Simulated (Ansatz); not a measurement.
**C3H9BO2: one species, many methods**

The task here is to estimate one member of a computed series from the others.

Method: functionals in def2-TZVPP, the program's frozen cores in correlated methods; program: Ansatz 0.2.0, Gaussian basis.

The runs, in order: PBE-D4, r2SCAN-D4, PBE0-D4, B3LYP-D4, ωB97X-V, ωB97M-V, B2PLYP; CCSD(T)/def2-TZVPP; MP2/def2-QZVPP; extrapolation to the limit.

**The relaxed structure**

An earlier PBE0-D4 in a triple-zeta def2 set relaxation fixed the geometry.

SMILES `CCB(O)OC`, 15 atoms, charge 0, spin multiplicity 1.

Atoms are counted from 1 here; the program's logs count them from 0.

Bond lengths: C1–C2 1.523 Å, C1–H7 1.093 Å, C1–H8 1.092 Å, C1–H9 1.092 Å, C2–B3 1.573 Å, C2–H10 1.098 Å, C2–H11 1.099 Å, B3–O4 1.364 Å, B3–O5 1.368 Å, O4–H12 0.962 Å, O5–C6 1.408 Å, C6–H13 1.090 Å, C6–H14 1.094 Å, C6–H15 1.094 Å. Angles: C2–C1–H7 111.7°, C2–C1–H8 111.1°, C2–C1–H9 111.1°, H7–C1–H8 107.9°, H7–C1–H9 107.9°, H8–C1–H9 106.8°, C1–C2–B3 115.3°, C1–C2–H10 110.1°, C1–C2–H11 110.1°, B3–C2–H10 108.4°, B3–C2–H11 108.3°, H10–C2–H11 104.0°, C2–B3–O4 119.8°, C2–B3–O5 123.7°, O4–B3–O5 116.5°, B3–O4–H12 111.4°, B3–O5–C6 121.9°, O5–C6–H13 107.9° and more.

Set-up of the first run:

Contents of in.yaml:

```yaml
crystal:
  periodic: [false, false, false]
  atoms:
    - {symbol: C, position_ang: [-0.809186, -1.985115, 0.535619]}
    - {symbol: C, position_ang: [-0.163514, -0.606527, 0.583722]}
    - {symbol: B, position_ang: [-0.094674, 0.150646, -0.792883]}
    - {symbol: O, position_ang: [-0.600004, -0.436217, -1.915367]}
    - {symbol: O, position_ang: [0.452900, 1.395097, -0.948611]}
    - {symbol: C, position_ang: [1.006420, 2.105552, 0.133671]}
    - {symbol: H, position_ang: [-0.828156, -2.457778, 1.520639]}
    - {symbol: H, position_ang: [-0.270908, -2.648474, -0.144479]}
    - {symbol: H, position_ang: [-1.837031, -1.926091, 0.171847]}
    - {symbol: H, position_ang: [0.854623, -0.679819, 0.989540]}
    - {symbol: H, position_ang: [-0.691895, 0.033424, 1.303501]}
    - {symbol: H, position_ang: [-0.495660, 0.130142, -2.685735]}
    - {symbol: H, position_ang: [1.374614, 3.059223, -0.245672]}
    - {symbol: H, position_ang: [0.259753, 2.302917, 0.909027]}
    - {symbol: H, position_ang: [1.842718, 1.563020, 0.585191]}
basis:
  gaussian: {orbitals: def2-TZVPP}
hamiltonian: {xc: pbe, dispersion: d4}
output: {forces: true, orbitals: {seedname: orbitals}}
```

Launch:

```
> ansatz run in.yaml --threads 2 --pin off --events-out ev --progress --plain --max-ram 32768MiB --backend cuda --devices 0, --max-vram 18GiB
```

Steps of the session up to this table: PBE-D4 (GGA); r2SCAN-D4 (meta-GGA); PBE0-D4 (hybrid); B3LYP-D4 (hybrid); ωB97X-V (range-separated); ωB97M-V (range-separated); B2PLYP (double hybrid); CCSD(T) in def2-TZVPP; MP2 in def2-QZVPP.

One of the session's tables, all rows but one given; the rest of the session is left out.

It belongs to the step «Atomisation energies». 

| method | atoms, summed (eV) | atomisation energy (kcal/mol) |
| --- | --- | --- |
| PBE-D4 | -7959.708 | 1494.7 |
| r2SCAN-D4 | -7966.190 | 1471.8 |
| PBE0-D4 | -7961.533 | 1470.9 |
| B3LYP-D4 | -7971.692 | 1467.0 |
| ωB97X-V | -7968.442 | 1466.9 |
| ωB97M-V | ? | ? |
| B2PLYP | -7964.987 | 1454.1 |
| HF/def2-TZVPP | -7938.631 | 1096.8 |
| MP2/def2-TZVPP | -7952.922 | 1457.5 |
| CCSD/def2-TZVPP | -7956.056 | 1414.0 |
| CCSD(T)/def2-TZVPP | -7956.413 | 1432.7 |
| MP2/CBS | -7955.643 | 1490.2 |
| CCSD(T)/CBS | -7959.134 | 1465.4 |

**Question.** Estimate the row for ωB97M-V.

As computed: atoms, summed (eV): -7967.225; atomisation energy (kcal/mol): 1471.5. In the column «atoms, summed (eV)» it lies between ωB97X-V (-7968.442) and r2SCAN-D4 (-7966.190).
